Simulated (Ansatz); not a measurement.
# SnSe2: how the settings move a single-point run

Aim: see which settings change the result for SnSe2, by how much, and at what cost. The cell is built on a prototype (CdCl2 type) and needn't be the phase found in nature.

Method: reference: DFT, HSE06, plane waves, PAW, in Ansatz 0.2.0.

4 further runs of the same task are left out: 4 that didn't finish.

### Step 1. The system as given

Symmetry: R-3m, No. 166, trigonal system. Conventional cell: a = 3.825 Å, b = 3.825 Å, c = 19.005 Å, α = 90.00°, β = 90.00°, γ = 120.00°. Sn (site symmetry -3m) has 6 Se at 2.71 Å as nearest neighbours. Around Se (site symmetry 3m) lie 3 Sn at 2.71 Å.

Structure file:

```cif
data_structure
_symmetry_space_group_name_H-M 'R-3m:H'
_symmetry_Int_Tables_number 166
_cell_length_a 3.8246
_cell_length_b 3.8246
_cell_length_c 19.0053
_cell_angle_alpha 90.000
_cell_angle_beta 90.000
_cell_angle_gamma 120.000
_cell_volume 240.75
loop_
_atom_site_label
_atom_site_type_symbol
_atom_site_symmetry_multiplicity
_atom_site_Wyckoff_symbol
_atom_site_fract_x
_atom_site_fract_y
_atom_site_fract_z
_atom_site_occupancy
Sn1 Sn 3 a 0.00000 0.00000 0.00000 1
Se1 Se 6 c 0.33333 0.66667 0.91722 1
```

### Step 2. Baseline

input.yaml

```yaml
crystal:
  lattice:
    - [1.912291609, 1.1040620752, 6.3350940106]
    - [-1.912291609, 1.1040620752, 6.3350940106]
    - [0.0, -2.2081241505, 6.3350940106]
  atoms:
    - { symbol: Sn, position: [0.0, 0.0, 0.0] }
    - { symbol: Se, position: [0.2505568934, 0.2505568934, 0.2505568934] }
    - { symbol: Se, position: [0.7494431066, 0.7494431066, 0.7494431066] }
kpoints:
  mp_grid: { grid: [4, 4, 4] }
hamiltonian:
  xc: hse06
scf:
  occupations: { method: fixed }
  n_extra_bands: 4
output:
  forces: true
  stress: true
  eigenvalues: true
```

On the command line:

```console
$ ansatz run input.yaml --threads 4 --pin off --max-ram 3686MiB --backend cpu --events-out ev --progress --plain --runs-dir out
```

### Step 3. Variant: mp_grid.grid [6, 6, 6], xc r2scan

Edit input.yaml of step 2 so:

```diff
@@ -10,5 +10,5 @@
 kpoints:
-  mp_grid: { grid: [4, 4, 4] }
+  mp_grid: { grid: [6, 6, 6] }
 hamiltonian:
-  xc: hse06
+  xc: r2scan
 scf:
```

### Step 4. Variant: xc pbe0

Edit input.yaml of step 2 so:

```diff
@@ -12,3 +12,3 @@
 hamiltonian:
-  xc: hse06
+  xc: pbe0
 scf:
```

Before running it: what results should come out? Wanted: for each run, ending; energy change; pressure; gap; force.

**Answer**, as computed:

| run | ending | energy change | pressure (GPa) | gap (eV) | force (eV/Å) | cycles | time |
| --- | --- | --- | --- | --- | --- | --- | --- |
| reference | converged | - | 0.5 | 1.05 | 0.25 | 18 | 20 s |
| 1: mp_grid.grid [6, 6, 6], xc r2scan | converged | not comparable | 0.9 | 0.58 | 0.03 | 6 | 3 s |
| 2: xc pbe0 | converged | not comparable | 0.3 | 1.72 | 0.27 | 18 | 19 s |

Residual by cycle in the longest SCF loop of each run; runs are numbered as in the table. The quantity is the density residual dr2, in eV.

| cycle | reference | run 1 | run 2 |
| --- | --- | --- | --- |
| 1 | 0.023 | 0.0486 | 0.0222 |
| 2 | 0.00931 | 0.00527 | 0.0081 |
| 3 | 0.00324 | 7.1e-4 | 0.00379 |
| 4 | 6.1e-4 | 2.2e-5 | 8.4e-4 |
| 5 | 5.0e-5 | 2.1e-6 | 8.8e-5 |
| 6 | 2.3e-5 | 5.9e-8 | 2.9e-5 |
| 7 | 9.5e-7 | - | 2.9e-6 |

What this shows: The pressure spans 0.3 to 0.9 GPa over the reference and the converged variants. The gap spans 0.58 to 1.72 eV over the reference and the converged variants (gaps read on unlike meshes, which can miss the band edges). Of the variants the dearest is «xc pbe0» (19 s), the cheapest «mp_grid.grid [6, 6, 6], xc r2scan» (3 s), on a shared host.
